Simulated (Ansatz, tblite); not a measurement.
**(BeS)6 ring (Be₆S₆): one state, many levels**

The task here is to estimate one member of a computed series from the others.

Program: Ansatz 0.2.0, Gaussian basis. Level of theory: as each input shows. These are calculated values, not measurements.

The runs, in order: GFN1-xTB, GFN2-xTB, PBE-D4/def2-TZVP, r2SCAN-D4/def2-TZVP, B97M-V/def2-TZVP, LC-ωPBE/def2-TZVP, r2SCANh-D4/def2-TZVP, PBE-D4/def2-SVP, PBE0-D4/def2-SVP, HF/STO-3G, PBE0-D4/def2-TZVPD, PBE-D4/def2-TZVPD, B97M-V/def2-TZVPD, CCSD(T)/def2-SVP, MP2/def2-TZVP, RPA/def2-TZVP.

3 further runs of the same task are left out: 1 that didn't finish, 2 set aside as unsound or not needed. Runs told in other sessions of the task aren't counted.

### The geometry

The singlet was relaxed beforehand with B3LYP-D4/def2-SVP.

12 atoms, charge 0, spin multiplicity 1.

Bond lengths: Be1–S2 1.899 Å, Be1–S12 1.898 Å, S2–Be3 1.899 Å, Be3–S4 1.899 Å, S4–Be5 1.898 Å, Be5–S6 1.898 Å, S6–Be7 1.898 Å, Be7–S8 1.898 Å, S8–Be9 1.898 Å, Be9–S10 1.898 Å, S10–Be11 1.898 Å, Be11–S12 1.898 Å. Angles: S2–Be1–S12 179.2°, Be1–S2–Be3 92.5°, S2–Be3–S4 179.3°, Be3–S4–Be5 92.5°, S4–Be5–S6 179.1°, Be5–S6–Be7 92.3°, S6–Be7–S8 179.0°, Be7–S8–Be9 92.1°, S8–Be9–S10 178.9°, Be9–S10–Be11 92.2°, S10–Be11–S12 179.0°, Be1–S12–Be11 92.4°.

PBE0-D4/def2-TZVP was run before; its log isn't repeated, and its numbers join the tables.

Set-up of the first run:

Tight binding, by tblite at 300 K electronic temperature and without a spin-polarisation term:

```python
tblite.interface.Calculator('GFN1-xTB', numbers, positions, charge=0, uhf=0).singlepoint()
```

Tight binding, by tblite at 300 K electronic temperature and without a spin-polarisation term:

```python
tblite.interface.Calculator('GFN2-xTB', numbers, positions, charge=0, uhf=0).singlepoint()
```

start.molden holds the orbitals of an earlier run on this state, given as this run's starting guess.

Contents of in.yaml:

```yaml
crystal:
  periodic: [false, false, false]
  atoms:
    - {symbol: Be, position_ang: [0.578883, 2.477360, 1.019057]}
    - {symbol: S, position_ang: [0.639368, 3.177813, -0.744554]}
    - {symbol: Be, position_ang: [-0.934875, 2.248647, -1.257862]}
    - {symbol: S, position_ang: [-2.500502, 1.300736, -1.762708]}
    - {symbol: Be, position_ang: [-1.506277, -0.232715, -2.276351]}
    - {symbol: S, position_ang: [-0.503080, -1.769053, -2.763099]}
    - {symbol: Be, position_ang: [-0.590660, -2.476418, -1.003890]}
    - {symbol: S, position_ang: [-0.664638, -3.154610, 0.767265]}
    - {symbol: Be, position_ang: [0.927515, -2.245166, 1.257482]}
    - {symbol: S, position_ang: [2.508568, -1.307129, 1.729599]}
    - {symbol: Be, position_ang: [1.525714, 0.226975, 2.261969]}
    - {symbol: S, position_ang: [0.519994, 1.753549, 2.773090]}
basis:
  gaussian: {orbitals: def2-TZVP, initial_orbitals: start.molden}
hamiltonian: {xc: pbe, dispersion: d4}
scf: {omitted_lower_state_checks: [starts]}
output: {forces: true, orbitals: {seedname: orbitals}}
```

Run with:

```
> ansatz run in.yaml --threads 4 --pin off --events-out ev --progress --plain --max-ram 4787MiB
```

Steps of the session up to this table: PBE-D4/def2-TZVP; r2SCAN-D4/def2-TZVP; B97M-V/def2-TZVP; LC-ωPBE/def2-TZVP; r2SCANh-D4/def2-TZVP; PBE-D4/def2-SVP; PBE0-D4/def2-SVP; HF/STO-3G; PBE0-D4/def2-TZVPD; PBE-D4/def2-TZVPD; B97M-V/def2-TZVPD; CCSD(T)/def2-SVP; MP2/def2-TZVP; RPA/def2-TZVP.

One table of the session follows, with a row left open; its other results are not shown here.

```
               level  HOMO (eV)  gap (eV)
           HF/STO-3G      -7.73     12.89
     PBE-D4/def2-SVP      -7.14      4.74
    PBE-D4/def2-TZVP      -7.00      4.73
   PBE-D4/def2-TZVPD      -7.05      4.72
 r2SCAN-D4/def2-TZVP      -7.28      5.32
    B97M-V/def2-TZVP          ?         ?
   B97M-V/def2-TZVPD      -7.34      5.29
r2SCANh-D4/def2-TZVP      -7.71      6.00
    PBE0-D4/def2-SVP      -8.32      6.64
   PBE0-D4/def2-TZVP      -8.15      6.65
  PBE0-D4/def2-TZVPD      -8.19      6.64
   LC-ωPBE/def2-TZVP     -10.84     11.20
```

Q: Estimate the row for B97M-V/def2-TZVP from the others.

The run gave: HOMO (eV): -7.28; gap (eV): 5.35.
